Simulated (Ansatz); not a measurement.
# Al2H4Se (SMILES [AlH2][AlH][SeH]): wB97M-V/cc-pVDZ

What is the vertical singlet–triplet gap of Al2H4Se at wB97M-V/cc-pVDZ? 

Program for the calculation: Ansatz 0.2.0.

51 further runs of the same task are left out: 51 set aside as unsound or not needed. Runs told in other sessions of the task aren't counted.

## Step 1: The system as given

Al2H4Se: 7 atoms, total charge 0, spin state singlet. As SMILES, `[AlH2][AlH][SeH]`. The shape is that of a PBE0-D4/def2-TZVP optimisation. This is one conformer, not always the lowest.

Bond lengths: Al1–Al2 2.584 Å, Al2–Se3 2.331 Å, Al1–H4 1.593 Å, Al1–H5 1.593 Å, Al2–H6 1.591 Å, Se3–H7 1.469 Å. Angles: Al1–Al2–Se3 117.0°, Al1–Al2–H6 127.9°, Se3–Al2–H6 115.1°, Al2–Al1–H4 121.5°, Al2–Al1–H5 121.4°, Al2–Se3–H7 93.6°, H4–Al1–H5 117.1°.

## Step 2: A single-point energy at wB97M-V/cc-pVDZ

Input file in.yaml:

```yaml
crystal:
  periodic: [false, false, false]
  atoms:
    - {symbol: Al, position_ang: [-1.578100, 0.539600, -0.900300]}
    - {symbol: Al, position_ang: [0.683400, 0.231600, 0.310300]}
    - {symbol: Se, position_ang: [1.280700, -1.943000, 0.899300]}
    - {symbol: H, position_ang: [-1.688000, 0.476100, -2.487900]}
    - {symbol: H, position_ang: [-2.924300, 0.803000, -0.090900]}
    - {symbol: H, position_ang: [1.737000, 1.353100, 0.713600]}
    - {symbol: H, position_ang: [2.550600, -1.528300, 1.510400]}
basis:
  gaussian:
    orbitals: cc-pVDZ
hamiltonian:
  xc: {name: wB97M-V}
accuracy: high
output: {orbitals: {seedname: orbitals}}
```

Started as:

```bash
$ ansatz run in.yaml --threads 1 --pin off --max-ram 2610MiB --events-out events.jsonl --progress --plain --runs-dir runs
```

The log of the run:

```text
Warning: RAYON_NUM_THREADS=1 ignored (pool sized by the plan → 1); use --threads N
Functional definition: wB97M-V
  name "wB97M-V"
  parameter omega = 0.3/bohr
  parameter cx = 0.15
  parameter cx01 = 1.007
  parameter cx10 = 0.259
  parameter css00 = 0.443
  parameter css04 = -1.437
  parameter css10 = -4.535
  parameter css20 = -3.390
  parameter css43 = 4.278
  parameter cos00 = 1.000
  parameter cos10 = 1.358
  parameter cos20 = 2.924
  parameter cos21 = -8.812
  parameter cos60 = -1.390
  parameter cos61 = 9.142
  parameter b = 6.0
  parameter c = 0.01
  gx(w, u) = 1 - cx + cx01*u + cx10*w
  gss(w, u) = css00 + css04*u^4 + css10*w + css20*w^2 + css43*w^4*u^3
  gos(w, u) = cos00 + cos10*w + (cos20 + cos21*u)*w^2 + (cos60 + cos61*u)*w^6
  exchange = spin_sum(e_x_unif_sr(omega)*gx(b97_w, b97_u_x)) + cx*exact_x_sr(omega) + exact_x_lr(omega)
  correlation = spin_sum(e_c_pw_mod_same_spin*gss(b97_w, b97_u_same))
      + integral(e_c_pw_mod_opposite_spin*gos(b97_w_opposite, b97_u_opposite)) + vv10(b, c)
1807 factors; integrals over basis functions are off by at most 4.8e-9 eV
417 factors; integrals over basis functions are off by at most 2.5e-9 eV
mean field evaluation 1: about -78602.2107 eV, gradient 1.3e1 eV
mean field evaluation 2: about -78602.8904 eV, gradient 6.3e0 eV
mean field evaluation 4: about -78603.0272 eV, gradient 3.2e-1 eV
mean field evaluation 8: about -78603.0700 eV, gradient 2.6e-2 eV
mean field evaluation 16: about -78603.0700 eV, gradient 8.6e-6 eV
mean field -78603.07000435 eV, -2888.6095435854 hartree, gradient 9.5e-8 eV, S^2 0.000000; 0 other end points of the search recorded, 0 dependent functions left out
reference -78603.07000968 eV, -2888.6095437813 hartree; 32, 32 occupied and 51, 51 virtual orbitals, 1807 factors
Total energy: -78603.07000968 eV, -2888.6095437813 hartree
```

Wall time 86 s (1 thread of Arm Neoverse V2, shared host); peak memory 0.62 GiB.

## Step 3: The triplet, same level

Input file molecule.yaml:

```yaml
basis:
  gaussian:
    orbitals: cc-pVDZ
crystal:
  periodic: [false, false, false]
  atoms:
    - {symbol: Al, position_ang: [-1.578100, 0.539600, -0.900300]}
    - {symbol: Al, position_ang: [0.683400, 0.231600, 0.310300]}
    - {symbol: Se, position_ang: [1.280700, -1.943000, 0.899300]}
    - {symbol: H, position_ang: [-1.688000, 0.476100, -2.487900]}
    - {symbol: H, position_ang: [-2.924300, 0.803000, -0.090900]}
    - {symbol: H, position_ang: [1.737000, 1.353100, 0.713600]}
    - {symbol: H, position_ang: [2.550600, -1.528300, 1.510400]}
accuracy: high
magnetization:
  spin_polarized: true
  initial_magnetization: 2
output:
  orbitals: {seedname: orbitals}
hamiltonian:
  xc: {name: wB97M-V}
```

Started as:

```bash
$ ansatz run molecule.yaml --threads 1 --pin off --max-ram 2610MiB --events-out events.jsonl --progress --plain --runs-dir runs
```

The log of the run, shortened:

```text
Warning: RAYON_NUM_THREADS=1 ignored (pool sized by the plan → 1); use --threads N
[... 2 set-up lines as earlier in the session ...]
[...]
  gx(w, u) = 1 - cx + cx01*u + cx10*w
  gss(w, u) = css00 + css04*u^4 + css10*w + css20*w^2 + css43*w^4*u^3
  gos(w, u) = cos00 + cos10*w + (cos20 + cos21*u)*w^2 + (cos60 + cos61*u)*w^6
[...]
      + integral(e_c_pw_mod_opposite_spin*gos(b97_w_opposite, b97_u_opposite)) + vv10(b, c)
1807 factors; integrals over basis functions are off by at most 4.8e-9 eV
418 factors; integrals over basis functions are off by at most 2.5e-9 eV
[...]
mean field -78599.80588806 eV, -2888.4895895242 hartree, gradient 9.2e-8 eV, S^2 2.002072; 4 other end points of the search recorded, 0 dependent functions left out
reference -78599.80589290 eV, -2888.4895897021 hartree; 33, 31 occupied and 50, 52 virtual orbitals, 1807 factors
Total energy: -78599.80589290 eV, -2888.4895897021 hartree
```

Wall time 4.8 min (1 thread of Arm Neoverse V2, shared host); peak memory 1.2 GiB.

## Step 4: Outcome

At wB97M-V/cc-pVDZ:

```
                                        quantity           value
                           singlet: total energy  -2888.60954 Eh
                            singlet: HOMO energy        -8.95 eV
                            singlet: LUMO energy        -0.61 eV
                          singlet: HOMO–LUMO gap         8.34 eV
                           triplet: total energy  -2888.48959 Eh
     triplet: HOMO energy (highest over α and β)        -5.75 eV
      triplet: LUMO energy (lowest over α and β)        -3.85 eV
                                   triplet: ⟨S²⟩           2.002
vertical energy of the triplet above the singlet        3.264 eV
```

At this shape the triplet lies 3.26 eV (75 kcal/mol) above the singlet.
